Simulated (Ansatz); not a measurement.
Run this with the Ansatz DFT code, driven from Python and show what comes out.

Contents of `POSCAR`:
```text
AgI2
1.0
   4.28572800    0.00000000    0.00000000
   0.00000000    4.28572800    0.00000000
   0.00000000    0.00000000    6.35478100
Ag I
1 2
Direct
   0.00000000    0.00000000    0.50000000
   0.50000000    0.00000000    0.77776200
   0.00000000    0.50000000    0.22223800
```

`agi2_slab.py`:
```python
"""Slab calculation for AgI2."""

import ansatz
from ase.build import surface
from ase.io import read
import numpy as np


def main() -> None:
    atoms = read("POSCAR", format="vasp")
    # Miller indices count the vectors of the cell as typed
    slab = surface(atoms, (0, 1, 0), 2, vacuum=7.0)
    slab.pbc = (True, True, False)

    print(slab.get_chemical_formula(), "area {:.3f} A^2, cell height {:.2f} A".format(np.linalg.norm(np.cross(slab.cell[0], slab.cell[1])), slab.cell[2, 2]))


    def common(structure):
        return (
            ansatz.Crystal.from_ase(structure).calculation()
            .occupations("fermi_dirac")
            .functional("pbesol")
        )


    model = common(slab).kpoints(3, 4, 1).potential().forces()
    result = model.run(threads=1)
    data = result.report

    print(f"slab free energy {data['free_energy_ev']:.4f} eV, Fermi level {data['fermi_energy_ev']:.3f} eV")
    print("vacuum reading:", {k: round(v, 3) for k, v in data.get("vacuum", {}).items() if isinstance(v, float)})

    v = result.potential()
    profile = (v.v_es_ev + (0 if v.v_field_ev is None else v.v_field_ev)).mean(axis=(0, 1))
    height = result.lattice.cell_ang[2][2]
    print("z (A)   planar potential less the Fermi level (eV)")
    for i in range(0, len(profile), max(len(profile) // 24, 1)):
        print(f"{i * height / len(profile):6.2f} {profile[i] - data['fermi_energy_ev']:9.3f}")


if __name__ == "__main__":
    main()
```

Running `python agi2_slab.py` prints:
```text
Ag2I4 area 27.235 A^2, cell height 20.43 A
DeckWarning: crystal.periodic: the lattice vector that does not repeat stood 0.000° off the slab's normal, 20.429 Å along it as the deck builds it. The run solves the slab on a vector along the normal, 36.657 Å long, with every atom where it was (on the deck's vector they left 14.00 Å outside them, and the widest [...]
DeckWarning: basis.ecutwfc = 420 eV, auto-derived from the records' recommended cutoffs: set by Ag (normal level)
RunWarning: The output density's exchange-correlation potential varies sharply where the density is thin. Do not read a vacuum level from v_tot or v_xc, or from such a field of the output density. On a cell that repeats whose density bears no net charge and no dipole along the vacuum's axis use v_es (v_loc + v_h of [...]
slab free energy -44772.8337 eV, Fermi level -6.053 eV
vacuum reading: {'free_states_from_ev': -0.386, 'bound_up_to_ev': -0.416}
z (A)   planar potential less the Fermi level (eV)
  0.00     5.667
  1.47     5.667
  2.93     5.667
  4.40     5.642
  5.87     4.001
  7.33    -1.740
  8.80     2.458
 10.26     2.701
 11.73    -1.183
 13.20     2.816
 14.66     5.684
 16.13     6.429
 17.60     6.439
 19.06     6.439
 20.53     6.439
 21.99     6.439
 23.46     6.439
 24.93     6.439
 26.39     6.439
 27.86     6.418
 29.33     5.678
 30.79     5.667
 32.26     5.667
 33.72     5.667
 35.19     5.667
```
(Warnings from the package without file and line, shortened.)

Absolute energies stand on the zero of these potentials, so only differences at equal settings mean something. A total without «per atom» is that of the whole cell that was run. The zero of the levels is a convention of the potentials, so an absolute Fermi energy is no work function. The structure comes from a database of computed cells and needn't be a stable or known phase. The slab is thin and cut from the structure as given; a cut can leave two unlike or polar faces, and the surface energy is then their mean. Miller indices refer to the vectors of the cell as typed, and the lattice isn't relaxed for this functional, so relaxation and surface energy can hold strain. It ran for 53 s on 1 thread of Arm Neoverse V2, with other jobs on the host, peak memory 1.1 GiB.
